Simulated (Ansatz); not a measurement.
# CaTeI3: the cost of one run

Computed with Ansatz 0.2.0 (DFT PBE, scalar-relativistic, plane waves, PAW, unless a step's input says otherwise).

### 1 The system as given

It takes space group P6/mmm (No. 191, hexagonal). The conventional cell has a = 6.141 Å, b = 6.141 Å, c = 6.257 Å, α = 90.00°, β = 90.00°, γ = 120.00°. Ca (site symmetry 6/mmm) has 6 I at 3.07 Å and 2 Te at 3.13 Å as nearest neighbours. Te (site symmetry 6/mmm) has 2 Ca at 3.13 Å as nearest neighbours. I (site symmetry mmm) has 4 I at 3.07 Å and 2 Ca at 3.07 Å as nearest neighbours.

As a file:

```xyz
5
Lattice="6.1414 0.0000 0.0000 -3.0707 5.3186 0.0000 0.0000 0.0000 6.2572" Properties=species:S:1:pos:R:3 pbc="T T T"
Ca    0.0000    0.0000    0.0000
Te    0.0000    0.0000    3.1286
I     3.0707    0.0000    0.0000
I    -1.5353    2.6593    0.0000
I     1.5353    2.6593    0.0000
```

The cell is invented: random cell by space group and Wyckoff sites (P6/mmm, No. 191). Lengths come from tabulated atomic sizes and are only a guess.

### 2 The guess as it stands, on a coarse mesh

Input file input.yaml:

```yaml
crystal:
  lattice:
    - [6.14138549, 0.0, 0.0]
    - [-3.07069274, 5.31859585, 0.0]
    - [0.0, 0.0, 6.25724521]
  atoms:
    - { symbol: Ca, position: [0.0, 0.0, 0.0] }
    - { symbol: Te, position: [0.0, 0.0, 0.5] }
    - { symbol: I, position: [0.5, 0.0, 0.0] }
    - { symbol: I, position: [0.0, 0.5, 0.0] }
    - { symbol: I, position: [0.5, 0.5, 0.0] }
basis:
  ecutwfc: 420
kpoints:
  mp_grid: { grid: [3, 3, 4] }
hamiltonian:
  xc: pbe
scf:
  occupations: { method: gaussian, width: 0.1 }
  lower_state_search: "off"
output:
  forces: true
  stress: true
  eigenvalues: true
```

Command:

```bash
ansatz run input.yaml --threads 1 --pin off --max-ram 2560MiB --backend cpu --events-out ev --progress --plain --runs-dir out
```

**Question.** How long does this run take on 1 thread of Arm Neoverse V1, shared host, and how much memory does it need?

About 6 s, with a peak of 0.46 GiB.
